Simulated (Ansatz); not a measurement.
Predict the output of the script below (Ansatz 0.2.0, Python API).

`edit.py`:
```python
import warnings

import ansatz

SETTINGS = {
    "cutoff_ev": 530,
    "functional": "r2scan",
    "occupations": "cold",
}


def main() -> None:
    warnings.simplefilter("ignore", ansatz.DeckWarning)

    tib = (
        ansatz.Lattice.from_parameters(2.971263, 2.971263, 2.971263, alpha=60.0, beta=60.0, gamma=60.0)
        .atom("Ti", (0.25, 0.25, 0.25))
        .atom("B", (0.0, 0.0, 0.0))
    )

    calc = (
        tib.calculation()
        .pseudopotentials("paw")
        .kpoints(11, center="gamma")
        .basis(SETTINGS["cutoff_ev"])
        .functional(SETTINGS["functional"])
        .occupations(SETTINGS["occupations"])
        .band_table()
    )
    typed = calc.input()
    rows = []
    for value in [2, 6, 12]:
        edited = typed.set(ansatz.key.scf.n_extra_bands, value)
        data = ansatz.Session.from_dict(edited).plan().execute().report
        rows.append((value, data["free_energy_ev"], data["n_iterations"], len(data["eigenvalues_ev"][0]) if "eigenvalues_ev" in data else 0))
    for row in rows:
        print("; ".join(f"{name} = {round(v, 4) if isinstance(v, float) else v}" for name, v in zip(["extra bands", "F eV", "iterations", "bands listed"], row)))


if __name__ == "__main__":
    main()
```

Running `python edit.py` prints:
```text
extra bands = 2; F eV = -2656.4483; iterations = 7; bands listed = 10
extra bands = 6; F eV = -2656.4483; iterations = 7; bands listed = 14
extra bands = 12; F eV = -2656.4483; iterations = 7; bands listed = 20
```

Absolute energies stand on the zero of these potentials, so only differences at equal settings mean something. A total without «per atom» is that of the whole cell that was run. No spin polarisation was allowed. The mesh is modest for a metal, so energies can be off by several to tens of meV an atom and pressures by half a GPa or more; differences at equal mesh fare better. The starting cell is as deposited in a crystallographic database; the results hold for this polymorph, which needn't be the stable one. Run time: 9.4 s on 1 thread of Arm Neoverse V2, on a shared host, peak memory 0.4 GiB.
